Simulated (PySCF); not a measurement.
# C₆H₇O₂S−: electronic excitations

What electronic excitations should C₆H₇O₂S− (`COCc1ccc([S-])o1`) show?

The runs use PySCF 2.14.0, with density-fitted response routines of our own; the level of theory stands in each step. All values are computed, except where a source is named. Atoms are numbered from 0 throughout.

### 1 The molecule as given

16 atoms, charge -1, multiplicity 1; geometry from: GFN2-xTB.

Bonds of the start (Å): C0–O1 1.40, O1–C2 1.43, C2–C3 1.49, C3–C4 1.37, C4–C5 1.41, C5–C6 1.39, C6–S7 1.68, C6–O8 1.37, O8–C3 1.37, C0–H9 1.10, C0–H10 1.09, C0–H11 1.10, C2–H12 1.10, C2–H13 1.09, C4–H14 1.08, C5–H15 1.07.

### 2 TDDFT and polarisability: wB97X-D/def2-SVPD

What the job is given:

```
{"job": {"kind": "uv", "xc": "wB97X-D", "basis": "def2-SVPD", "nstates": 8, "ntriplets": 3}, "charge": -1, "multiplicity": 1}
C     -2.231855     0.452636    -0.414857
O     -1.939548     0.251114     0.943267
C     -0.874838    -0.686322     1.144258
C      0.403943    -0.315325     0.483669
C      1.324303     0.662411     0.737765
C      2.315399     0.567684    -0.254104
C      1.950117    -0.478819    -1.085504
S      2.704331    -1.108474    -2.450873
O      0.775564    -1.015522    -0.636907
H     -1.347337     0.784468    -0.968806
H     -3.000784     1.223643    -0.460068
H     -2.607420    -0.469335    -0.880048
H     -1.189346    -1.672824     0.770887
H     -0.764773    -0.725729     2.232856
H      1.282766     1.364227     1.551626
H      3.191879     1.175109    -0.365524
```

Level: TDDFT wB97X-D/def2-SVPD, vertical, gas phase, core orbitals frozen in the response.

What will the session give for the following? lowest singlet (wB97X-D/def2-SVPD); lowest triplet. Wanted: lowest singlet; lowest triplet.

**Answer**, as computed:

```
                          quantity                        value
lowest singlet (wB97X-D/def2-SVPD)  4.11 eV (301 nm), f = 0.323
                    lowest triplet                      3.02 eV
```

The lowest singlet, at 4.11 eV, is HOMO→LUMO+1 0.45, HOMO→LUMO 0.30 and is bright. The lowest triplet lies 1.10 eV below the lowest singlet (triplets in Tamm-Dancoff, singlets in full TDDFT). The lowest singlet lies above −ε(HOMO); no detachment energy was computed, so the anion's states may not be bound.
